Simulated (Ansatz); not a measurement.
## Ba3PN, space group Pm-3m: relaxations under a series of pressures

Program: Ansatz's Python interface.

Script `compress.py`:
```python
"""Volume and enthalpy of Ba3PN against pressure."""

import warnings

import ansatz as az
import numpy as np

config = {
    "xc": "r2scan",
    "cutoff_ev": 550,
    "smearing": "Fermi-Dirac",
    "width_ev": 0.02,
}

def edges_and_angles(cell):
    cell = np.asarray(cell)
    a, b, c = np.linalg.norm(cell, axis=1)
    cosines = cell[1] @ cell[2] / (b * c), cell[0] @ cell[2] / (a * c), cell[0] @ cell[1] / (a * b)
    return (a, b, c, *np.degrees(np.arccos(cosines)))

warnings.simplefilter("ignore", az.DeckWarning)

vectors = np.array([
    [5.450726, 0.0, 0.0],
    [0.0, 5.450726, 0.0],
    [0.0, 0.0, 5.450726],
])
xtal = (
    az.Lattice.of(vectors)
    .atom("Ba", (0.0, 0.5, 0.5))
    .atom("Ba", (0.5, 0.0, 0.5))
    .atom("Ba", (0.5, 0.5, 0.0))
    .atom("P", (0.0, 0.0, 0.0))
    .atom("N", (0.5, 0.5, 0.5))
)

calc = (
    xtal.calculation()
    .functional(config["xc"])
    .pseudopotentials("paw")
    .basis(config["cutoff_ev"])
    .kpoints(4)
    .occupations(config["smearing"], width=config["width_ev"])
)

# H = F + PV, with 1 GPa A^3 = 1/160.21766 eV
rows = []
for pressure in [0, 2, 4, 6, 8]:
    done = calc.relax(cell=True, pressure=pressure, force_tolerance=0.02).run()
    cell = done.lattice.cell_ang
    n_atoms = len(done.lattice.sites)
    volume = abs(np.linalg.det(cell)) / n_atoms
    enthalpy = done.report["free_energy_ev"] / n_atoms + pressure * volume / 160.21766
    rows.append((pressure, volume, enthalpy, *edges_and_angles(cell)))
    print(f"{pressure} GPa done: {volume:.4f} A^3/atom")

print(" P (GPa)  V (A^3/atom)  H (eV/atom)     a       b       c")
for row in rows:
    print("{:8.1f} {:12.4f} {:14.5f} {:7.4f} {:7.4f} {:7.4f}".format(*row[:6]))
p, v = np.array([row[0] for row in rows], float), np.array([row[1] for row in rows])
print("mean bulk modulus between rows (GPa):", np.round(-np.diff(p) / np.diff(np.log(v)), 1))
```

```console
$ python compress.py
0 GPa done: 31.1432 A^3/atom
2 GPa done: 29.8695 A^3/atom
4 GPa done: 28.7917 A^3/atom
6 GPa done: 27.8790 A^3/atom
8 GPa done: 27.0778 A^3/atom
 P (GPa)  V (A^3/atom)  H (eV/atom)     a       b       c
     0.0      31.1432    -3808.30681  5.3799  5.3799  5.3799
     2.0      29.8695    -3807.92635  5.3056  5.3056  5.3056
     4.0      28.7917    -3807.56048  5.2410  5.2410  5.2410
     6.0      27.8790    -3807.20704  5.1850  5.1850  5.1850
     8.0      27.0778    -3806.86432  5.1348  5.1348  5.1348
mean bulk modulus between rows (GPa): [47.9 54.4 62.1 68.6]
```

The volume falls from 31.14 Å³ an atom at 0 GPa to 27.08 at 8 GPa, by 13.1 %. Between 0 and 2 GPa, -V dP/dV is about 48 GPa, a mean over that step.

What to keep in mind:
- Total energies depend on the potentials; only differences at equal settings carry meaning.
- At a fixed pressure a relaxation lowers the enthalpy F + PV, while F alone can rise.
- The gap on the mesh is very small: a semilocal functional closes or nearly closes the gap of many narrow semiconductors.
- The structure comes from a database of computed cells and needn't be a stable or known phase.
- Symmetry holds the cell in this phase, whether or not it is the stable one at each pressure.
- The whole script took 3.2 min on 1 thread of Intel(R) Xeon(R) Processor @ 2.30GHz, with other jobs on the host, peak memory 1.1 GiB.
